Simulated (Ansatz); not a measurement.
A run of Ansatz 0.2.0:

File input:

```
crystal:
  lattice:
    - [-2.022982, 2.022982, 3.673617]
    - [2.022982, -2.022982, 3.673617]
    - [2.022982, 2.022982, -3.673617]
  atoms:
    - { symbol: Cu, position: [0.0, 0.0, 0.0] }
    - { symbol: Cu, position: [0.75, 0.25, 0.5] }
    - { symbol: Cu, position: [0.25, 0.75, 0.5] }
    - { symbol: O, position: [0.5, 0.0, 0.5] }
    - { symbol: O, position: [0.0, 0.5, 0.5] }
hamiltonian:
  xc: hse06
  pseudopotentials: { kind: paw }
kpoints:
  mp_grid: { grid: [6, 6, 6] }
  band_path:
    path:
      - [[0.0, 0.0, 0.0], [0.5, -0.5, 0.0], [0.5, -0.5, 0.1516234203], [0.3258117102, -0.3258117102, 0.3258117102], [0.0, 0.0, 0.0], [0.5, 0.5, -0.5], [0.6741882898, 0.3258117102, -0.3258117102], [0.5, 0.0, 0.0], [0.75, -0.25, -0.25], [0.8483765797, 0.1516234203, -0.5], [0.5, 0.5, -0.5]]
      - [[0.5, -0.5, 0.0], [0.75, -0.25, -0.25]]
    npoints: 4
scf:
  occupations: { method: fermi_dirac, width: 0.05 }
  n_extra_bands: 12
output:
  forces: true
  stress: true
  eigenvalues: true
  fatbands: false
  write_density: true
  write_potential: true
  elf: true
  volumetric_format: npy
```

Hardware: 1 × NVIDIA H100 80GB HBM3 with 2 threads of AMD EPYC 7R13 Processor (Zen 3), with other jobs on the host.

Task: How long does it take, and how much memory?

Result: Run time: 3.1 min on 1 × NVIDIA H100 80GB HBM3 with 2 threads of AMD EPYC 7R13 Processor (Zen 3), on a shared host, peak memory 3 GiB. Counts: scf iterations 41, plane waves 1209, k points 30, bands 47.
